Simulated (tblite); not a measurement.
# C7H12AsN: the cost of one run

Programs: tblite 0.8.0 and PySCF 2.14.0, with density-fitted response routines of our own. Each step states its level of theory. These are calculated values for one molecule in the gas phase, unless marked as measured. Atoms count from 0, in the outputs and in this text.

**1. The starting structure**

21 atoms, charge 0, multiplicity 1; geometry from: force field or distance geometry start.

Bonds of the start (Å): C0–C1 1.48, C1–C2 1.49, C1–C3 1.33, C3–C4 1.48, C4–As5 1.96, C4–C6 1.51, C6–C7 1.48, C7–N8 1.15, C0–H9 1.12, C0–H10 1.13, C0–H11 1.10, C2–H12 1.09, C2–H13 1.11, C2–H14 1.13, C3–H15 1.07, C4–H16 1.12, As5–H17 1.57, As5–H18 1.53, C6–H19 1.12, C6–H20 1.09.

**2. Relaxing the molecule with GFN2-xTB**

The job: settings as JSON, then the geometry in Å.

```
{"job": {"kind": "relax", "xc": "GFN2-xTB", "basis": "xTB"}, "charge": 0, "multiplicity": 1}
C     -2.440400    -0.997200    -0.836300
C     -1.395100    -0.225300    -0.127400
C     -1.790900     0.825300     0.850200
C     -0.123400    -0.526200    -0.385000
C      1.035600     0.136300     0.265200
As     1.539500     1.739100    -0.742600
C      2.131000    -0.895100     0.315400
C      3.355700    -0.348100     0.938600
N      4.323300     0.058500     1.411300
H     -3.432400    -0.470800    -0.832100
H     -2.567200    -2.017600    -0.372300
H     -2.172600    -1.161300    -1.890500
H     -1.136600     1.691300     0.705800
H     -1.684900     0.471600     1.893700
H     -2.860800     1.136500     0.678800
H      0.063500    -1.320600    -1.084000
H      0.814000     0.417100     1.329100
H      0.729200     2.951000    -0.165800
H      1.411600     1.606900    -2.266500
H      1.810200    -1.738300     0.974600
H      2.381500    -1.316300    -0.660700
```

The run is started by

```bash
$ OMP_NUM_THREADS=1 python probes_run.py task.json out
```

This one command runs all jobs of the session in turn.

Q: Estimate the wall time and peak memory of this first job on 1 thread of Arm Neoverse N1, shared host.

About 1.5 s, with a peak of 0.18 GiB.
